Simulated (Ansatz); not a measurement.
Working through a small convex hull of the Al-Cu system

With Ansatz 0.2.0 through its Python package.

`alcu3_alcu3_fm_3m.cif`
```cif
data_AlCu3
_cell_length_a 4.084264
_cell_length_b 4.084264
_cell_length_c 4.084264
_cell_angle_alpha 60.00000
_cell_angle_beta 60.00000
_cell_angle_gamma 60.00000
_symmetry_space_group_name_H-M 'P 1'
_symmetry_Int_Tables_number 1
loop_
_symmetry_equiv_pos_as_xyz
'x, y, z'
loop_
_atom_site_label
_atom_site_type_symbol
_atom_site_fract_x
_atom_site_fract_y
_atom_site_fract_z
Al1 Al    0.000000    0.000000    0.000000
Cu2 Cu    0.500000    0.500000    0.500000
Cu3 Cu    0.250000    0.250000    0.250000
Cu4 Cu    0.750000    0.750000    0.750000
```

Contents of `alcu3_al2cu_i4_mmm.cif`:
```cif
data_Al2Cu
_cell_length_a 4.046391
_cell_length_b 4.046391
_cell_length_c 4.046391
_cell_angle_alpha 119.76631
_cell_angle_beta 119.76631
_cell_angle_gamma 90.40524
_symmetry_space_group_name_H-M 'P 1'
_symmetry_Int_Tables_number 1
loop_
_symmetry_equiv_pos_as_xyz
'x, y, z'
loop_
_atom_site_label
_atom_site_type_symbol
_atom_site_fract_x
_atom_site_fract_y
_atom_site_fract_z
Al1 Al    0.750000    0.250000    0.500000
Al2 Al    0.250000    0.750000    0.500000
Cu3 Cu    0.500000    0.500000    0.000000
```

`alcu3_al.cif`
```cif
data_Al
_cell_length_a 2.863507
_cell_length_b 2.863507
_cell_length_c 2.863507
_cell_angle_alpha 60.00000
_cell_angle_beta 60.00000
_cell_angle_gamma 60.00000
_symmetry_space_group_name_H-M 'P 1'
_symmetry_Int_Tables_number 1
loop_
_symmetry_equiv_pos_as_xyz
'x, y, z'
loop_
_atom_site_label
_atom_site_type_symbol
_atom_site_fract_x
_atom_site_fract_y
_atom_site_fract_z
Al1 Al    0.000000    0.000000    0.000000
```

Input file `alcu3_cu.extxyz`:
```text
1
Lattice="0.0 1.8075 1.8075 1.8075 0.0 1.8075 1.8075 1.8075 0.0" Properties=species:S:1:pos:R:3 pbc="T T T"
Cu    0.00000000    0.00000000    0.00000000
```

Run as a notebook:

In [1]:
```python
from collections import Counter
import warnings

import ansatz as az
from ase.io import read
import pandas as pd
from pymatgen.analysis.phase_diagram import PDEntry, PhaseDiagram
from pymatgen.core import Composition
```

In [2]:
```python
def compute(name, crystal):
    calc = (
        crystal.calculation()
        .functional(az.Functional.PBESOL)
        .basis(470)
        .kpoints(spacing=0.27)
        .occupations("fermi_dirac", width=0.1)
    )
    calc = calc.relax(force_tolerance=0.03, max_steps=60, fix_cell=["shape"])
    return calc.run()


def counts(outcome):
    return Counter(site.symbol for site in outcome.lattice.sites)
```

In [3]:
```python
warnings.simplefilter("ignore", az.DeckWarning)

phases = {}
atoms = read("alcu3_alcu3_fm_3m.cif")
alcu3_fm_3m = az.Crystal.from_ase(atoms)
phases["AlCu3 Fm-3m"] = alcu3_fm_3m
atoms = read("alcu3_al2cu_i4_mmm.cif")
al2cu_i4_mmm = az.Crystal.from_ase(atoms)
phases["Al2Cu I4/mmm"] = al2cu_i4_mmm
atoms = read("alcu3_al.cif")
al = az.Crystal.from_ase(atoms)
phases["Al"] = al
cu = az.Crystal.from_extxyz("alcu3_cu.extxyz")
phases["Cu"] = cu
```

In [4]:
```python
done = {}
for name, crystal in phases.items():
    done[name] = compute(name, crystal)
    print(f"{name}: {done[name].report['energy_sigma0_ev']:.4f} eV, {len(done[name].lattice.sites)} atoms")
```
```text
AlCu3 Fm-3m: -20291.6098 eV, 4 atoms
Al2Cu I4/mmm: -7638.4076 eV, 3 atoms
Al: -524.5310 eV, 1 atoms
Cu: -6588.7712 eV, 1 atoms
```

In [5]:
```python
entries = [PDEntry(Composition(dict(counts(o))), o.report["energy_sigma0_ev"], name=name) for name, o in done.items()]
diagram = PhaseDiagram(entries)
rows = [(e.name, e.composition.get_atomic_fraction("Cu"), diagram.get_form_energy_per_atom(e), diagram.get_e_above_hull(e)) for e in entries]
rows.sort(key=lambda row: row[1])
print(pd.DataFrame(rows, columns=["phase", "x(Cu)", "E_form (eV/atom)", "above hull (eV/atom)"]).round(4).to_string(index=False))
print("on the hull of these phases:", ", ".join(row[0] for row in rows if row[3] < 1e-6))
```
```text
       phase  x(Cu)  E_form (eV/atom)  above hull (eV/atom)
          Al 0.0000            0.0000                   0.0
Al2Cu I4/mmm 0.3333           -0.1915                   0.0
 AlCu3 Fm-3m 0.7500           -0.1913                   0.0
          Cu 1.0000            0.0000                   0.0
on the hull of these phases: Al, Al2Cu I4/mmm, AlCu3 Fm-3m, Cu
```

Total energies depend on the potentials; only differences at equal settings carry meaning. For the metals among these phases the mesh is modest: differences between phases can be off by up to 40 meV an atom. Atoms and volume are relaxed with the cell's shape held, which in cells of lower than cubic symmetry can hide stresses and shift volumes. The cells come from databases of deposited and of computed structures, and not all need be stable phases. Differences under about 40 meV an atom lie within the error of mesh and functional, so such verdicts may flip; only the cells listed enter the hull. The whole script took 49 s on 1 thread of Arm Neoverse N1, on a shared host, peak memory 0.59 GiB.
